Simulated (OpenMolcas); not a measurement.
# Fe³⁺ among point charges: CASSCF and CASPT2 levels and susceptibility

How does a field of 4 point charges split the states of Fe³⁺, and what χT follows?

The numbers are computed with OpenMolcas 26.06 (state-averaged CASSCF and CASPT2, spin-orbit coupling by RASSI with atomic mean-field integrals), except any that are marked as measured or tabulated.

## Step 1: Starting point

```
Species                           : Fe³⁺ (iron, Z = 26, 23 electrons)
Basis                             : ANO-RCC-VDZP [5s4p2d1f], 34 functions
Scalar Hamiltonian                : DKH2, point nucleus
Inactive shells                   : 1s 2s 2p 3s 3p
Active space                      : 5 electrons in 5 orbitals (3d)
Some configurations of this space : 3d⁵
Orbitals                          : optimised for each spin and parity, averaged over all roots
```

Outer shells as boxes (Hund's rule):

3d5
```
3d [↑ ][↑ ][↑ ][↑ ][↑ ]
```

The ion sits among 4 point charges of -3 e arranged as a tetrahedron (Td), 1.75 Å from the ion.

The work runs as a chain of OpenMolcas steps in one folder; each step below is one input file. Labels, J, g values, rates, χT and fits are worked out afterwards by a script from the matrices that RASSI stores.

## Step 2: Basis and integrals

The input, a.inp:

```
&GATEWAY
Coord
1

Fe 0.0 0.0 0.0
Basis=ANO-RCC-VDZP
Group=NoSym
NoMove
AngMom=0.0 0.0 0.0
AMFI
XField
4 Angstrom 0
1.010363 1.010363 1.010363 -3.000000
1.010363 -1.010363 -1.010363 -3.000000
-1.010363 1.010363 -1.010363 -3.000000
-1.010363 -1.010363 1.010363 -3.000000
&SEWARD
```

On the command line:

```console
$ OMP_NUM_THREADS=1 MOLCAS_MEM=1689 MOLCAS_PROJECT=a pymolcas a.inp > a.log
```

## Step 3: CASSCF: sextets, 1 root

The input, a.inp:

```
&RASSCF
FileOrb=start.orb
Symmetry=1
Spin=6
nActEl=5 0 0
Inactive=9
Ras2=5
CIRoot=1 1 1
SDav=1
CIMx=300
Iter=120 100
PrWF=0.3
OrbListing=Nothing
MaxOrb=0
>>> COPY $Project.JobIph JOB001
```

start.orb holds the contracted functions of the basis, ordered by shell, or the orbitals of the step before.

## Step 4: CASSCF: quartets, 24 roots

The input, a.inp:

```
&RASSCF
FileOrb=start.orb
Symmetry=1
Spin=4
nActEl=5 0 0
Inactive=9
Ras2=5
CIRoot=24 24 1
SDav=24
CIMx=300
Iter=120 100
PrWF=0.3
OrbListing=Nothing
MaxOrb=0
>>> COPY $Project.JobIph JOB002
```

## Step 5: CASSCF: doublets, 75 roots

The input, a.inp:

```
&RASSCF
FileOrb=start.orb
Symmetry=1
Spin=2
nActEl=5 0 0
Inactive=9
Ras2=5
CIRoot=75 75 1
SDav=75
CIMx=300
Iter=120 100
PrWF=0.3
OrbListing=Nothing
MaxOrb=0
>>> COPY $Project.JobIph JOB003
```

## Step 6: State interaction with spin-orbit coupling

The input, a.inp:

```
&RASSI
NrOfJobIphs=3 1 24 75
1
1 2 3 4 5 6 7 8 9 10 11 12 13 14 15 16 17 18 19 20 21 22 23 24
1 2 3 4 5 6 7 8 9 10 11 12 13 14 15 16 17 18 19 20 21 22 23 24 25 26 27
28 29 30 31 32 33 34 35 36 37 38 39 40 41 42 43 44 45 46 47 48 49 50 51
52 53 54 55 56 57 58 59 60 61 62 63 64 65 66 67 68 69 70 71 72 73 74 75
IphNames
JOB001
JOB002
JOB003
EJob
SpinOrbit
DIPRint=1.0
SOCoupling=1000.0
Subsets=2
Property=9
'ANGMOM' 1 'ANGMOM' 2 'ANGMOM' 3 'MLTPL  1' 1 'MLTPL  1' 2 'MLTPL  1' 3
'AMFI' 1 'AMFI' 2 'AMFI' 3
SOProperty=3
'ANGMOM' 1 'ANGMOM' 2 'ANGMOM' 3
```

## Step 7: CASPT2: IPEA 0.25, imaginary shift 0.1 (closed shells correlated: 3s 3p)

The input, a.inp:

```
>>> COPY JOB001 $Project.JobIph
&CASPT2
Multistate=1 1
Frozen=5
IPEA=0.25
Imaginary=0.1
MaxIter=60
WThr=0.0 0.3 0.05
PrWF=0.5
NoMix
>>> COPY JOB002 $Project.JobIph
&CASPT2
Multistate=24 1 2 3 4 5 6 7 8 9 10 11 12 13 14 15 16 17 18 19 20 21 22
23 24
NoMult
Frozen=5
IPEA=0.25
Imaginary=0.1
MaxIter=60
WThr=0.0 0.3 0.05
PrWF=0.5
NoMix
>>> COPY JOB003 $Project.JobIph
&CASPT2
Multistate=75 1 2 3 4 5 6 7 8 9 10 11 12 13 14 15 16 17 18 19 20 21 22
23 24 25 26 27 28 29 30 31 32 33 34 35 36 37 38 39 40 41 42 43 44 45 46
47 48 49 50 51 52 53 54 55 56 57 58 59 60 61 62 63 64 65 66 67 68 69 70
71 72 73 74 75
NoMult
Frozen=5
IPEA=0.25
Imaginary=0.1
MaxIter=60
WThr=0.0 0.3 0.05
PrWF=0.5
NoMix
```

(Steps that only read results are left out.)

What does the calculation give? Wanted: spin-free ground state; lowest level; next level.

The runs gave:

| quantity | value |
| --- | --- |
| method | SS-CASPT2, IPEA 0.25, imaginary shift 0.1 (closed shells correlated: 3s 3p) |
| spin-free ground state | 6A1, 1-fold in its orbital part |
| lowest level | 6-fold |
| next level | 32724.4 cm⁻¹ |
| χT at 300 K | 4.39 cm³ K/mol |
| effective moment at 300 K | 5.92 μB |

Cost by method:

```tsv
method	time of its own steps	time with the reference
A. CASSCF	22 s	22 s
B. SS-CASPT2, IPEA 0.25, imaginary shift 0.1, +3s 3p	9 s	31 s
```

Times are of one thread on a shared host.

What this shows: The spin-free ground state (6A1) comes to 100 % from free-ion S terms and keeps the highest spin of the shell. χT at 300 K is 4.39, against 4.39 cm³ K/mol for the spin alone, as a half-filled shell (L = 0) has no orbital moment. An active space of the d shell alone favours high spin; real ions in strong fields can be low spin. A ligand-field fit to the states below 45000 cm-1 gives 10Dq = -2960 cm-1, B = 1032 cm-1 and C = 4459 cm-1 (C/B = 4.32), with a deviation of 319 cm-1. CASPT2 does not keep the components of a term degenerate, and the means are used. The field of point charges can differ much from that of real complexes. Point charges carry no covalency, so the field is a model and not that of real ligands.
